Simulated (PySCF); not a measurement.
**C4H8AlCl: electronic excitations**

Wanted: the electronic excitations of C4H8AlCl (`CC/[C]([AlH2])=C/Cl`), by calculation.

The runs use PySCF 2.14.0, with density-fitted response routines of our own; the level of theory stands in each step. All values are computed, except where a source is named. Atoms are numbered from 0 throughout.

## 1. Starting geometry

14 atoms, charge 0, multiplicity 1; geometry from: GFN2-xTB.

Bonds of the start (Å): C0–C1 1.53, C1–C2 1.50, C2–Al3 2.03, C2–C4 1.33, C4–Cl5 1.76, C0–H6 1.09, C0–H7 1.09, C0–H8 1.09, C1–H9 1.09, C1–H10 1.09, Al3–H11 1.55, Al3–H12 1.55, C4–H13 1.08.

The optimised geometry no longer has the bonds of the starting formula, so what follows describes that rearranged structure.

## 2. Ultraviolet spectrum: wB97X-D/def2-SVPD

The job: settings as JSON, then the geometry in Å.

```
{"job": {"kind": "uv", "xc": "wB97X-D", "basis": "def2-SVPD", "nstates": 8, "ntriplets": 3}, "charge": 0, "multiplicity": 1}
C     -1.962902    -0.043270     0.229048
C     -0.898243    -0.498406    -0.764599
C      0.463575    -0.101900    -0.273564
Al     1.565805     1.380401     0.579072
C      1.445651    -0.998317    -0.234689
Cl     2.982379    -0.393431     0.382634
H     -2.960188    -0.266631    -0.142504
H     -1.878971     1.030499     0.391739
H     -1.825187    -0.544898     1.184125
H     -0.962019    -1.579968    -0.920836
H     -1.071269    -0.005214    -1.724749
H      1.434115     1.577409     2.113855
H      2.181975     2.483279    -0.322807
H      1.484601    -2.040025    -0.518892
```

Level: TDDFT wB97X-D/def2-SVPD, vertical, gas phase, core orbitals frozen in the response.

The run is started by

```
> OMP_NUM_THREADS=1 python probes_run.py task.json out
```

One launch serves the whole session: the jobs run in the order shown.

Predict these results of the whole session: lowest singlet (wB97X-D/def2-SVPD); brightest single state of those computed; lowest triplet.

**Answer**, as computed:

| quantity | value |
| --- | --- |
| lowest singlet (wB97X-D/def2-SVPD) | 5.96 eV (208 nm), f = 0.008 |
| brightest single state of those computed | state 5, 6.74 eV, f = 0.122 |
| lowest triplet | 4.42 eV |

The structure rearranged or came apart on optimisation; the results belong to the end geometry, not to the formula as drawn. The lowest singlet, at 5.96 eV, is HOMO−1→LUMO+1 0.66, HOMO→LUMO+1 0.10 and is weak; of the 8 states computed, the strongest absorption comes from state 5 at 6.74 eV. The lowest triplet lies 1.54 eV below the lowest singlet (triplets in Tamm-Dancoff, singlets in full TDDFT).
